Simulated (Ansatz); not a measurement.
Consider a convergence test of the plane-wave cutoff of TcRu, space group P-6m2 (Ansatz 0.2.0 through its Python package).

`tcru.cif`
```cif
data_TcRu
_cell_length_a 2.724863
_cell_length_b 2.724863
_cell_length_c 4.312894
_cell_angle_alpha 90.00000
_cell_angle_beta 90.00000
_cell_angle_gamma 120.00000
_symmetry_space_group_name_H-M 'P 1'
_symmetry_Int_Tables_number 1
loop_
_symmetry_equiv_pos_as_xyz
'x, y, z'
loop_
_atom_site_label
_atom_site_type_symbol
_atom_site_fract_x
_atom_site_fract_y
_atom_site_fract_z
Tc1 Tc    0.000000    0.000000    0.000000
Ru2 Ru    0.333333    0.666667    0.500000
```

`ecut_tcru.py`
```python
'''Convergence of TcRu with the plane-wave cutoff.'''

import ansatz as az
from ase.io import read
from tabulate import tabulate


def main() -> None:
    atoms = read('tcru.cif')
    xtal = az.Crystal.from_ase(atoms)

    setup = (
        xtal.calculation()
        .kpoints(density=4.5)
        .functional('r2scan')
        .scf(tolerance=1e-09)
        .occupations('fermi_dirac', width=0.05)
        .stress()
    )

    rows = []
    for value in [350, 450, 550, 650, 750, 850]:
        rep = setup.basis(value).run().report
        rows.append((value, rep['free_energy_ev'] / len(rep['lattice']['sites']), rep['n_iterations'], sum(rep['stress_gpa'][i][i] for i in range(3)) / 3, rep['n_pw']))

    print(tabulate(rows, headers=['cutoff (eV)', 'F/atom (eV)', 'iterations', 'P (GPa)', 'plane waves'], floatfmt='.4f', tablefmt='simple'))

    # differences from the last row
    for row in rows[:-1]:
        shift = 1000 * (row[1] - rows[-1][1])
        print(f'{row[0]}: {shift:+.2f} meV/atom' + ('  (within 5 meV)' if abs(shift) < 5 else ''))


if __name__ == '__main__':
    main()
```

How fast does the energy converge with the cutoff (threshold 5 meV an atom)?

From 550 eV on it stays within 5 meV an atom of the value at 850 eV; the first row (350 eV) is off by 164.1 meV and the last but one by 0.40 meV. The energy falls steadily, as expected when plane waves are added. The pressure moves from -1.57 to -0.95 GPa (the program's stress holds a Pulay correction, so it settles early). The last run costs about 2.6 times the first.

The run itself:

Running `python ecut_tcru.py` prints:
```text
DeckWarning: the atoms were moved onto the symmetric positions of the space group found under crystal.symmetry.tolerance 1.0e-5 (fractional; no operation is sought that the atoms, as they stand in a [...]
DeckWarning: basis.ecutwfc = 350 eV is below the records' recommended 500 eV, and the density's cutoff is lower with it unless basis.ecutrho_ratio is high enough to keep the records' density cutoff: compare with a run at a higher cutoff
DeckWarning: output.stress: scf.convergence.dr2_threshold = 1e-9 eV is looser than the 2e-10 eV advised for a printed stress (1e-10 eV for each atom of the cell: 2). What an SCF threshold leaves in a [...]
DeckWarning: basis.ecutwfc = 450 eV is below the records' recommended 500 eV, and the density's cutoff is lower with it unless basis.ecutrho_ratio is high enough to keep the records' density cutoff: compare with a run at a higher cutoff
  cutoff (eV)    F/atom (eV)    iterations    P (GPa)    plane waves
-------------  -------------  ------------  ---------  -------------
          350     -5650.0621            11    -1.5703            391
          450     -5650.2199            11    -0.9771            603
          550     -5650.2237            11    -0.9535            809
          650     -5650.2251            10    -0.9419           1085
          750     -5650.2257            10    -0.9512           1291
          850     -5650.2261            10    -0.9532           1581
350: +164.09 meV/atom
450: +6.22 meV/atom
550: +2.41 meV/atom  (within 5 meV)
650: +1.00 meV/atom  (within 5 meV)
750: +0.40 meV/atom  (within 5 meV)
```
(Warnings from the package without file and line, shortened.)

Notes:
- The mesh is modest for a metal, so energies can be off by several to tens of meV an atom and pressures by half a GPa or more; differences at equal mesh fare better.
- Pressure is positive in compression.
- This cell is a computed structure, which may not be the phase found in nature.
- Shifts are counted from the last row, which is itself no proven limit.
- Wall time of the script: 90 s on 1 thread of Intel(R) Xeon(R) Processor @ 2.30GHz (shared host), peak memory 0.8 GiB.
